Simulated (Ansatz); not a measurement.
What does this script print? It uses Ansatz's Python interface.

Contents of `mo.extxyz`:
```text
1
Lattice="-1.573415 1.573415 1.573415 1.573415 -1.573415 1.573415 1.573415 1.573415 -1.573415" Properties=species:S:1:pos:R:3 pbc="T T T"
Mo    0.00000000    0.00000000    0.00000000
```

`terms_mo.py`
```python
import warnings

import ansatz as az


def main() -> None:
    warnings.simplefilter('ignore', az.DeckWarning)

    system = az.Crystal.from_extxyz('mo.extxyz')

    calc = system.calculation()
    calc = calc.occupations('fermi_dirac').kpoints(density=4.5)
    with_term = calc.functional('revpbe', dispersion='d3bjatm').basis(340).cutoff_correction(590).run(threads=1).report
    without = calc.functional('revpbe').basis(340).run(threads=1).report
    finer = calc.functional('revpbe').basis(590).run(threads=1).report
    removed = az.free_energy_without(with_term, az.EnergyTerm.DISPERSION)
    print(f'dispersion term            {with_term["components"]["e_disp"]:.5f} eV')
    print(f'F less dispersion          {removed:.5f} eV, run without it {without["free_energy_ev"]:.5f} eV')
    print(f'F less smearing term       {az.free_energy_without(without, az.EnergyTerm.SMEARING):.5f} eV')
    print(f'estimated gain to 590 eV   {with_term["cutoff_correction"]["energy_ev"]:.5f} eV, found {finer["free_energy_ev"] - without["free_energy_ev"]:.5f} eV')


if __name__ == '__main__':
    main()
```

`python terms_mo.py` gives:
```text
dispersion term            -1.26350 eV
F less dispersion          -4961.01144 eV, run without it -4961.01144 eV
F less smearing term       -4960.98879 eV
estimated gain to 590 eV   -0.00681 eV, found -0.00689 eV
```

Caveats:
- Absolute energies stand on the zero of these potentials, so only differences at equal settings mean something. A total without «per atom» is that of the whole cell that was run.
- The cutoff lies under the one recommended for these potentials in some of the runs.
- Dispersion corrections can be off by several per cent in the lattices of metals, and by several GPa in the pressure at a fixed cell.
- The mesh is modest for a metal, so energies can be off by several to tens of meV an atom and pressures by half a GPa or more; differences at equal mesh fare better.
- The script silences the warnings on its input, which a real study should read.
- Hardware and time: 2.8 s on 1 thread of Arm Neoverse V2 (shared host), peak memory 0.34 GiB.
